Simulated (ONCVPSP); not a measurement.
# Ta: generating and testing an ONCV potential

Task: generate the file, and judge it by its errors in other configurations, its logarithmic derivatives, its ghosts and its cutoff.

Method: ONCVPSP 4.0.1, PBE, scalar-relativistic.

### Step 1. Settings

Typed settings, in words:

```
element                 : tantalum (Ta, Z = 73)
type                    : optimised norm-conserving Vanderbilt (ONCV)
frozen core             : [Kr] 4d10 4f14
valence charge          : 13
reference configuration : 5s2 5p6 5d3 6s2
partial waves           : 5s+6s: rc 2.00 bohr, ncon 4, nbas 7, qcut 7.4 1/bohr, 2 projectors; 5p: rc 1.20 bohr, ncon 3, nbas 7, qcut 8 1/bohr, 1 projector; 5d: rc 1.85 bohr, ncon 4, nbas 8, qcut 6.1 1/bohr, 3 projectors, debl 2 Ha
local potential         : polynomial inside 0.80 bohr (lpopt 5, dvloc0 4 Ha)
core correction         : Teter function, fcfact 3.75, rcfact 1.25
```

The outer shells as boxes (Hund's rule for the drawing; the calculation is spin-unpolarised):

```
[Kr] core
4d [↑↓][↑↓][↑↓][↑↓][↑↓]
4f [↑↓][↑↓][↑↓][↑↓][↑↓][↑↓][↑↓]
5s [↑↓]
5p [↑↓][↑↓][↑↓]
5d [↑ ][↑ ][↑ ][  ][  ]
6s [↑↓]
```

An earlier all-electron run gives the scale for the radii.

All-electron outer shells of the reference configuration (PBE, scalar-relativistic, ld1.x):

| shell | level (eV) | outermost node (bohr) | outermost maximum (bohr) |
| --- | --- | --- | --- |
| 5s | -73.00 | 0.54 | 0.98 |
| 5p | -39.40 | 0.58 | 1.13 |
| 4f | -24.70 | – | 0.44 |
| 6s | -5.44 | 1.32 | 2.78 |
| 5d | -3.59 | 0.65 | 1.58 |
| 6p | -1.39 | 1.60 | 3.89 |

### Step 2. Generating the potential

File Ta.dat:

```
# ATOM AND REFERENCE CONFIGURATION
# atsym  z   nc   nv     iexc    psfile
  Ta 73.00   10    4        4      upf
#
#   n    l    f
    1    0    2.00
    2    0    2.00
    2    1    6.00
    3    0    2.00
    3    1    6.00
    3    2   10.00
    4    0    2.00
    4    1    6.00
    4    2   10.00
    4    3   14.00
    5    0    2.00
    5    1    6.00
    5    2    3.00
    6    0    2.00
#
# PSEUDOPOTENTIAL AND OPTIMIZATION
# lmax
    2
#
#   l,   rc,      ep,       ncon, nbas, qcut
    0    2.00    0.00    4    7    7.40
    1    1.20    0.00    3    7    8.00
    2    1.85    0.00    4    8    6.10
#
# LOCAL POTENTIAL
# lloc, lpopt,  rc(5),   dvloc0
    4    5    0.80    4.00
#
# VANDERBILT-KLEINMAN-BYLANDER PROJECTORs
# l, nproj, debl
    0    2    3.80
    1    1    0.40
    2    3    2.00
#
# MODEL CORE CHARGE
# icmod, fcfact, rcfact
    3    3.75    1.25
#
# LOG DERIVATIVE ANALYSIS
# epsh1, epsh2, depsh
   -4.00    5.00    0.02
#
# OUTPUT GRID
# rlmax, drl
    6.00    0.01
#
# TEST CONFIGURATIONS
# ncnf
    4
# nvcnf
#   n    l    f
    4
    5    0    2.00
    5    1    6.00
    5    2    3.00
    6    0    1.00
#
    4
    5    0    2.00
    5    1    6.00
    5    2    3.00
    6    0    0.00
#
    4
    5    0    2.00
    5    1    6.00
    5    2    2.00
    6    0    0.00
#
    5
    5    0    2.00
    5    1    6.00
    5    2    3.00
    6    0    0.00
    6    1    2.00
#
```

Started as:

```bash
oncvpsp.x < Ta.dat > Ta.out
```

What does the calculation give? Wanted: cutoffs for 1 and 0.1 mHa per electron, occupied waves; bound ghosts; GHOST(+) flags; largest test error; largest phase difference near zero energy, channels read; rms error of d²Exc/dn², without and with the model core.

**Answer**, as computed:

| quantity | value |
| --- | --- |
| cutoffs for 1 and 0.1 mHa per electron, occupied waves | 28 Ha and 52 Ha |
| bound ghosts | s at -211.77 eV |
| GHOST(+) flags | p at -28 eV |
| largest test error (AE − PS) | +11 meV, for 5s2 5p6 5d2 6s0 (1 test unsolved) |
| largest phase difference near zero energy, channels read | 0.000 rad |
| rms error of d²Exc/dn², without and with the model core | 7.35 and 1.53 mHa |

What this shows: It has a bound ghost (s), a state that the atom doesn't have, and that rules the file out. By total energies transferability is good where solved: the largest error is 11 meV on 47.0 eV, for 5s2 5p6 5d2 6s0. Atomic tests can pass in spite of a ghost, since they solve only for the levels asked. Of the tests 1 gave no usable energy difference, which is a warning in itself. It counts as of middling hardness, with 28 Ha needed at the looser tolerance. At the looser tolerance the 5p wave is the slowest; 5s needs 16 Ha. Near zero energy the phases of the channels with partial waves that could be evaluated agree within 0.001 rad. The program also flags highly localised states, GHOST(+) (p). Note that the frozen 4f shell (-25 eV) lies higher than the valence 5s shell (-73 eV). All of this concerns the isolated atom, not yet a solid.
